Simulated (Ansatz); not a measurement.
# H2ScSi: the cost of one run

Program: Ansatz 0.2.0, Gaussian basis. Level of theory: UKS PBE0/def2-TZVP. These are calculated values, not measurements.

**1. The system as given**

4 atoms, charge 0, spin multiplicity 4.

Atoms are counted from 1 here; the program's logs count them from 0.

Bond lengths: Sc1–Si2 2.771 Å, Si2–H3 1.511 Å, Si2–H4 1.511 Å. Angles: Sc1–Si2–H3 131.4°, Sc1–Si2–H4 131.4°, H3–Si2–H4 97.1°.

Geometry (Å):

```xyz
4
H2ScSi
Sc   -1.1380    0.0051    0.0003
Si    1.6326   -0.0073   -0.0005
H     2.6376    1.1211   -0.0032
H     2.6275   -1.1445    0.0018
```

The start was built by rule and, where that kept it together, relaxed with GFN2-xTB. Sticks and bond lists go by distance. 

**2. Relaxation**

File in.yaml:

```yaml
crystal:
  periodic: [false, false, false]
  atoms:
    - {symbol: Sc, position_ang: [-1.138014, 0.005063, 0.000316]}
    - {symbol: Si, position_ang: [1.632644, -0.007264, -0.000453]}
    - {symbol: H, position_ang: [2.637553, 1.121077, -0.003217]}
    - {symbol: H, position_ang: [2.627474, -1.144503, 0.001756]}
basis:
  gaussian: {orbitals: def2-TZVP}
magnetization: {spin_polarized: true, initial_magnetization: 3}
hamiltonian: {xc: pbe0}
relax: {f_tol: 0.004, max_steps: 80}
```

Run with:

```sh
ansatz run in.yaml --threads 1 --pin off --events-out ev --progress --plain --max-ram 2176MiB
```

What time and memory should one allow on 1 thread of Intel Xeon Platinum 8375C at 2.90GHz, shared host?

About 2 min, with a peak of 0.27 GiB.
